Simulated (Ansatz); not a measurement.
**CH5AlTe: one species, many methods**

Aim: compute CH5AlTe with functionals from several rungs and with coupled cluster, and see how far each lands from CCSD(T) at the basis-set limit for the atomisation energy.

Method: functionals in def2-TZVPP, the program's frozen cores in correlated methods; program: Ansatz 0.2.0, Gaussian basis.

Plan: LDA (SPW92), PBE-D4, revPBE-D4, BLYP-D4, r2SCAN-D4, B97M-V, PBE0-D4, B3LYP-D4, r2SCANh-D4, r2SCAN0-D4, HSE06-D4, BHLYP-D4, CAM-B3LYP-D4, LC-ωPBE, ωB97X-V, ωB97M-V, B2PLYP, PBE-QIDH; CCSD(T)/def2-SVP; CCSD(T)/def2-TZVPP; MP2/def2-QZVPP; extrapolation to the limit; RPA on PBE.

## (1) Structure used throughout

The geometry comes from an earlier relaxation with PBE0-D4 in a triple-zeta def2 set; it is a stationary point, not always the lowest conformer. Te takes the def2 core potential; no spin-orbit term is included.

SMILES `[CH3][AlH][TeH]`, 8 atoms, charge 0, spin multiplicity 1.

Atoms are counted from 1 here; the program's logs count them from 0.

Bond lengths: C1–Al2 1.947 Å, C1–H4 1.095 Å, C1–H5 1.092 Å, C1–H6 1.095 Å, Al2–Te3 2.533 Å, Al2–H7 1.585 Å, Te3–H8 1.657 Å. Angles: Al2–C1–H4 110.5°, Al2–C1–H5 113.0°, Al2–C1–H6 110.5°, H4–C1–H5 108.0°, H4–C1–H6 106.7°, H5–C1–H6 108.0°, C1–Al2–Te3 118.5°, C1–Al2–H7 123.8°, Te3–Al2–H7 117.8°, Al2–Te3–H8 91.2°.

## (2) LDA

This LDA is Slater exchange with PW92 correlation.

File in.yaml:

```yaml
crystal:
  periodic: [false, false, false]
  atoms:
    - {symbol: C, position_ang: [-0.820268, 1.106411, -0.419175]}
    - {symbol: Al, position_ang: [0.540267, -0.258779, -0.143409]}
    - {symbol: Te, position_ang: [0.151133, -2.006240, 1.648222]}
    - {symbol: H, position_ang: [-0.397795, 2.104736, -0.264066]}
    - {symbol: H, position_ang: [-1.677757, 0.995956, 0.247873]}
    - {symbol: H, position_ang: [-1.187893, 1.077440, -1.450261]}
    - {symbol: H, position_ang: [1.885130, -0.343277, -0.977016]}
    - {symbol: H, position_ang: [1.599383, -2.733245, 1.302132]}
basis:
  gaussian: {orbitals: def2-TZVPP}
hamiltonian: {xc: lda}
output: {orbitals: {seedname: orbitals}}
```

Launch:

```sh
$ ansatz run in.yaml --threads 2 --pin off --events-out ev --progress --plain --max-ram 4352MiB
```

The runs that follow: PBE-D4 (GGA); revPBE-D4 (GGA); BLYP-D4 (GGA); r2SCAN-D4 (meta-GGA); B97M-V (meta-GGA); B3LYP-D4 (hybrid); r2SCANh-D4 (hybrid); r2SCAN0-D4 (hybrid); HSE06-D4 (hybrid); BHLYP-D4 (hybrid); CAM-B3LYP-D4 (range-separated); LC-ωPBE (range-separated); ωB97X-V (range-separated); ωB97M-V (range-separated); B2PLYP (double hybrid); PBE-QIDH (double hybrid); CCSD(T) in def2-SVP; CCSD(T) in def2-TZVPP; MP2 in def2-QZVPP; RPA on PBE orbitals.

Q: Predict the results of all the runs planned. Wanted: atomisation energy, CCSD(T)/CBS; farthest beyond LDA; mean size of error, GGA; mean size of error, meta-GGA; mean size of error, hybrid; mean size of error, range-separated; mean size of error, double hybrid; gap, smallest and largest; T1 diagnostic.

The runs gave:

| quantity | value |
| --- | --- |
| atomisation energy, CCSD(T)/CBS | 583.5 kcal/mol |
| functionals within 5.8 kcal/mol (1.0 %) | PBE-D4, r2SCAN-D4, B97M-V, B3LYP-D4, r2SCANh-D4, CAM-B3LYP-D4, ωB97X-V, ωB97M-V |
| farthest beyond LDA | BHLYP-D4 (-15.2 kcal/mol) |
| mean size of error, GGA | 9.0 kcal/mol |
| mean size of error, meta-GGA | 1.8 kcal/mol |
| mean size of error, hybrid | 8.0 kcal/mol |
| mean size of error, range-separated | 6.1 kcal/mol |
| mean size of error, double hybrid | 10.6 kcal/mol |
| gap, smallest and largest | 3.72 eV (LDA (SPW92)), 9.89 eV (LC-ωPBE) |
| T1 diagnostic | 0.0104 |
| triples share of the correlation energy | 2.8 % |

In words: The LDA atomisation energy is off by 64.9 kcal/mol (11 %): it overbinds. PBE-D4 is off by -2.6 kcal/mol. Double hybrids carry the basis error of their MP2 part in triple zeta, and no dispersion term here, so their miss is partly the set-up's. By mean error the best rung here is meta-GGA (1.8 kcal/mol) and the worst beyond LDA is double hybrid (10.6 kcal/mol). The reference freezes the cores and leaves out spin-orbit coupling and excitations past (T), and its outer-core shells are covered unevenly, so misses under about 5.8 kcal/mol can't be ranked. All levels share the lack of spin-orbit coupling, which lowers the free heavy atoms and so the true binding. Hartree-Fock recovers 74 % of the binding; the rest is correlation. CCSD(T) in def2-SVP is off by -37.0 kcal/mol, worse than the median functional, from the basis alone. The gap grows from 3.7 to 9.9 eV across the functionals, mostly with the share of exact exchange. Correlated methods include outer-core shells of Te, which these sets cover unevenly.
